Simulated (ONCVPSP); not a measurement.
# An ONCV potential for chlorine, from input to tests

Aim: build the potential from the settings below, then test how well it stands in for the atom: other configurations, scattering, ghost states and the plane-wave cutoff that it needs.

The numbers are computed with ONCVPSP 4.0.1.1 (patched build) (PBE, scalar-relativistic, spin-unpolarised reference atom).

**1. Settings**

The settings as typed:

```
element                 : chlorine (Cl, Z = 17)
type                    : optimised norm-conserving Vanderbilt (ONCV)
frozen core             : [Ne]
valence charge          : 7
reference configuration : 3s2 3p5
partial waves           : 3s: rc 1.20 bohr, ncon 3, nbas 7, qcut 6.6 1/bohr, 2 projectors, debl 1.5 Ha; 3p: rc 1.00 bohr, ncon 4, nbas 8, qcut 7.8 1/bohr, 3 projectors, debl 1.1 Ha
local potential         : polynomial inside 0.70 bohr (lpopt 1, dvloc0 3 Ha)
core correction         : Teter function, fcfact 4.5, rcfact 1
```

The outer shells as boxes (Hund's rule for the drawing; the calculation is spin-unpolarised):

```
[Ne] core
3s [↑↓]
3p [↑↓][↑↓][↑ ]
```

**2. Generating the potential**

The input, Cl.dat:

```
# ATOM AND REFERENCE CONFIGURATION
# atsym  z   nc   nv     iexc    psfile
  Cl 17.00    3    2        4      upf
#
#   n    l    f
    1    0    2.00
    2    0    2.00
    2    1    6.00
    3    0    2.00
    3    1    5.00
#
# PSEUDOPOTENTIAL AND OPTIMIZATION
# lmax
    1
#
#   l,   rc,      ep,       ncon, nbas, qcut
    0    1.20    0.00    3    7    6.60
    1    1.00    0.00    4    8    7.80
#
# LOCAL POTENTIAL
# lloc, lpopt,  rc(5),   dvloc0
    4    1    0.70    3.00
#
# VANDERBILT-KLEINMAN-BYLANDER PROJECTORs
# l, nproj, debl
    0    2    1.50
    1    3    1.10
#
# MODEL CORE CHARGE
# icmod, fcfact, rcfact
    3    4.50    1.00
#
# LOG DERIVATIVE ANALYSIS
# epsh1, epsh2, depsh
   -2.00    5.00    0.02
#
# OUTPUT GRID
# rlmax, drl
    6.00    0.01
#
# TEST CONFIGURATIONS
# ncnf
    4
# nvcnf
#   n    l    f
    2
    3    0    2.00
    3    1    4.00
#
    2
    3    0    2.00
    3    1    3.00
#
    2
    3    0    2.00
    3    1    2.00
#
    2
    3    0    1.00
    3    1    6.00
#
```

Run with:

```bash
oncvpsp.x < Cl.dat > Cl.out
```

Q: Predict the outcome of this session. Wanted: cutoffs for 1 and 0.1 mHa per electron, occupied waves; bound ghosts; GHOST(+) flags; largest test error; largest phase difference near zero energy, channels read; rms error of d²Exc/dn², without and with the model core.

As calculated:

| quantity | value |
| --- | --- |
| cutoffs for 1 and 0.1 mHa per electron, occupied waves | 158 Ha and 206 Ha |
| bound ghosts | p at -195.62 eV |
| GHOST(+) flags | s at 128 eV, p at 352 eV |
| largest test error (AE − PS) | +15 meV, for 3s2 3p2 |
| largest phase difference near zero energy, channels read | 0.000 rad |
| rms error of d²Exc/dn², without and with the model core | 1.46 and 1.50 mHa |

In words: It has a bound ghost (p), a state that the atom doesn't have, and that rules the file out. Close by lies the frozen 2p level (-191.6 eV). The worst unpolarised test, 3s2 3p2, is off by 15 meV on 77.6 eV; by total energies transferability rates as good. Atomic tests can pass in spite of a ghost, since they solve only for the levels asked. The potential is very hard: the looser tolerance needs 158 Ha. At the looser tolerance the 3p wave is the slowest; 3s needs 17 Ha. Near zero energy the phases of the channels with partial waves agree within 0.001 rad. The program also flags highly localised states, GHOST(+) (s, p).
